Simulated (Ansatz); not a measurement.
# One shape, several levels: singlet [SiNH4O2]+

Aim: a comparison of 5 runs (BHLYP/cc-pVDZ, PBE-QIDH/cc-pVDZ, revPBE/cc-pVDZ, wB97M-V/cc-pVDZ, CCSD/cc-pVDZ) of singlet [SiNH4O2]+. 

Program for the calculation: Ansatz 0.2.0.

68 further runs of the same task are left out: 68 set aside as unsound or not needed.

## (1) The system as given

The species is [SiNH4O2]+ (8 atoms), meant as a singlet with charge +1. As SMILES of the parent species, `N[Si](O)O`. Geometry: relaxed at PBE0-D4/def2-TZVP. This is one conformer, not always the lowest. That shape belongs to the parent species and isn't relaxed for this state.

Bond lengths: N1–Si2 1.700 Å, Si2–O3 1.651 Å, Si2–O4 1.651 Å, N1–H5 1.006 Å, N1–H6 1.006 Å, O3–H7 0.958 Å, O4–H8 0.958 Å. Angles: N1–Si2–O3 104.3°, N1–Si2–O4 104.3°, O3–Si2–O4 116.1°, Si2–N1–H5 120.9°, Si2–N1–H6 120.9°, Si2–O3–H7 115.7°, Si2–O4–H8 115.7°, H5–N1–H6 112.9°.

## (2) A single-point energy at BHLYP/cc-pVDZ (run 1)

The input, job.yaml:

```yaml
crystal:
  periodic: [false, false, false]
  atoms:
    - {symbol: N, position_ang: [-0.498000, 1.267000, 0.129300]}
    - {symbol: Si, position_ang: [0.096000, -0.243600, -0.376000]}
    - {symbol: O, position_ang: [1.641600, -0.288300, 0.202600]}
    - {symbol: O, position_ang: [-0.956500, -1.334700, 0.277900]}
    - {symbol: H, position_ang: [0.071200, 2.094000, 0.065100]}
    - {symbol: H, position_ang: [-1.483600, 1.467400, 0.110500]}
    - {symbol: H, position_ang: [2.250900, -0.848000, -0.280900]}
    - {symbol: H, position_ang: [-1.029400, -2.171000, -0.184200]}
basis:
  gaussian: {orbitals: cc-pVDZ}
total_charge: 1
hamiltonian: {xc: {name: BHLYP}}
accuracy: high
output: {orbitals: {seedname: orbitals}}
```

Run with:

```bash
ansatz run job.yaml --threads 1 --pin off --max-ram 3480MiB --events-out events.jsonl --progress --plain --runs-dir runs
```

The program printed:

```text
Warning: RAYON_NUM_THREADS=1 ignored (pool sized by the plan → 1); use --threads N
Functional definition: BHLYP
  name "BHLYP"
  parameter a = 0.5
  exchange = (1 - a)*b88_x + a*exact_x
  correlation = lyp_c
1809 factors; integrals over basis functions are off by at most 3.9e-9 eV
mean field evaluation 1: about -13500.5653 eV, gradient 9.6e1 eV
mean field evaluation 2: about -13485.5760 eV, gradient 1.3e2 eV
mean field evaluation 4: about -13517.5953 eV, gradient 4.8e0 eV
mean field evaluation 8: about -13518.0522 eV, gradient 3.6e-1 eV
mean field evaluation 16: about -13518.0526 eV, gradient 1.4e-4 eV
mean field -13518.05255060 eV, -496.7792683694 hartree, gradient 9.8e-8 eV, S^2 0.000000; 0 other end points of the search recorded, 0 dependent functions left out
reference -13518.05257464 eV, -496.7792692529 hartree; 20, 20 occupied and 60, 60 virtual orbitals, 1809 factors
Total energy: -13518.05257464 eV, -496.7792692529 hartree
```

Run time: 7.5 s. Hardware: 1 thread of Arm Neoverse V1, shared host; peak memory 0.24 GiB.

## (3) A single-point energy at PBE-QIDH/cc-pVDZ (run 2)

The input, run.yaml:

```yaml
crystal:
  periodic: [false, false, false]
  atoms:
    - {symbol: "N", position_ang: [-0.498000, 1.267000, 0.129300]}
    - {symbol: Si, position_ang: [0.096000, -0.243600, -0.376000]}
    - {symbol: O, position_ang: [1.641600, -0.288300, 0.202600]}
    - {symbol: O, position_ang: [-0.956500, -1.334700, 0.277900]}
    - {symbol: H, position_ang: [0.071200, 2.094000, 0.065100]}
    - {symbol: H, position_ang: [-1.483600, 1.467400, 0.110500]}
    - {symbol: H, position_ang: [2.250900, -0.848000, -0.280900]}
    - {symbol: H, position_ang: [-1.029400, -2.171000, -0.184200]}
basis:
  gaussian: {orbitals: cc-pVDZ}
total_charge: 1
hamiltonian: {xc: {name: PBE-QIDH}}
correlation: {frozen_orbitals: {H: 0, "N": 1, O: 1, Si: 5}}
accuracy: high
output: {orbitals: {seedname: orbitals}}
```

Run with:

```bash
ansatz run run.yaml --threads 1 --pin off --max-ram 3480MiB --events-out events.jsonl --progress --plain --runs-dir runs
```

The program printed, cut to the lines that bear on the results:

```text
Warning: RAYON_NUM_THREADS=1 ignored (pool sized by the plan → 1); use --threads N
Functional definition: PBE-QIDH
  name "PBE-QIDH"
[...]
1809 factors; integrals over basis functions are off by at most 3.9e-9 eV
[...]
mean field -13500.45864957 eV, -496.1327044322 hartree, gradient 6.5e-8 eV, S^2 0.000000; 0 other end points of the search recorded, 0 dependent functions left out
8 core orbitals not correlated: weight in the atoms' cores, before any rotation towards them, 1.000 or more for the frozen orbitals, at most 0.000 for the correlated occupied ones
reference -13500.45865054 eV, -496.1327044680 hartree; 12, 12 occupied and 60, 60 virtual orbitals, 1809 factors
second order -19.85311862 eV of doubles, -0.00000000 eV of singles
Total energy: -13507.07635675 eV, -496.3759006855 hartree
```

Wall time 9 s (1 thread of Arm Neoverse V1, shared host); peak memory 0.24 GiB.

Runs 3 to 4 aren't shown in full; the table further down has their settings and results.

## (4) A single-point energy at CCSD/cc-pVDZ (run 5)

job.yaml, as its differences from that of step 2:

```diff
@@ -12,6 +12,10 @@
 basis:
-  gaussian: {orbitals: cc-pVDZ}
+  gaussian:
+    orbitals: cc-pVDZ
+scf:
+  omitted_lower_state_checks: [cluster_reference, increment]
 total_charge: 1
-hamiltonian: {xc: {name: BHLYP}}
 accuracy: high
-output: {orbitals: {seedname: orbitals}}
+correlation:
+  method: ccsd
+  frozen_orbitals: {H: 0, "N": 1, O: 1, Si: 5}
```

Run with:

```bash
ansatz run job.yaml --threads 1 --pin off --max-ram 3480MiB --events-out events.jsonl --progress --plain --runs-dir runs
```

The program printed, cut to the lines that bear on the results:

```text
Warning: RAYON_NUM_THREADS=1 ignored (pool sized by the plan → 1); use --threads N
Functional definition: HF
  name "HF"
[...]
1809 factors; integrals over basis functions are off by at most 3.9e-9 eV
[...]
mean field -13476.23197182 eV, -495.2423904464 hartree, gradient 2.3e-8 eV, S^2 0.000000; 0 other end points of the search recorded, 0 dependent functions left out
8 core orbitals not correlated: weight in the atoms' cores, before any rotation towards them, 1.000 or more for the frozen orbitals, at most 0.000 for the correlated occupied ones
reference -13476.23197182 eV, -495.2423904464 hartree; 12, 12 occupied and 60, 60 virtual orbitals, 1809 factors
second order -17.46639701 eV of doubles, -0.00000000 eV of singles
cycle   1  -17.40338730 eV  change    6.3e-2 eV  update   1.2e-1
[...]
cycle  25  -17.99417324 eV  change    1.4e-9 eV  update   1.5e-9
Total energy: -13494.22614507 eV, -495.9036641161 hartree
Checks for a lower state left out: cluster_reference, increment
```

Wall time 12 s (1 thread of Arm Neoverse V1, shared host); peak memory 0.41 GiB.

## (5) All runs side by side

| run | level | frozen core orbitals | energy (Eh) | HOMO energy (eV) | LUMO energy (eV) | HOMO–LUMO gap (eV) | wall time |
| --- | --- | --- | --- | --- | --- | --- | --- |
| 1 | BHLYP/cc-pVDZ | – | -496.779269 | -15.50 | -8.78 | 6.72 | 7.5 s |
| 2 | PBE-QIDH/cc-pVDZ | 8 | -496.375901 | -16.44 | -7.97 | 8.47 | 9 s |
| 3 | revPBE/cc-pVDZ | – | -496.770164 | -12.85 | -10.23 | 2.63 | 5.7 s |
| 4 | wB97M-V/cc-pVDZ | – | -496.809418 | -16.51 | -7.53 | 8.99 | 66 s |
| 5 | CCSD/cc-pVDZ | 8 | -495.903664 | – | – | – | 12 s |

## (6) Outcome

| quantity | value |
| --- | --- |
| run 5: total energy | -495.90366 Eh |
| run 5: correlation energy (8 core orbitals frozen) | -661.3 mEh |
| run 5: T1 diagnostic | 0.020 |

Over runs 1, 2, 3, 4 the HOMO–LUMO gap runs from 2.63 eV (revPBE/cc-pVDZ) to 8.99 eV (wB97M-V/cc-pVDZ). Totals of different functionals can't be ranked against each other. All runs together took 1.7 min, the longest 66 s.
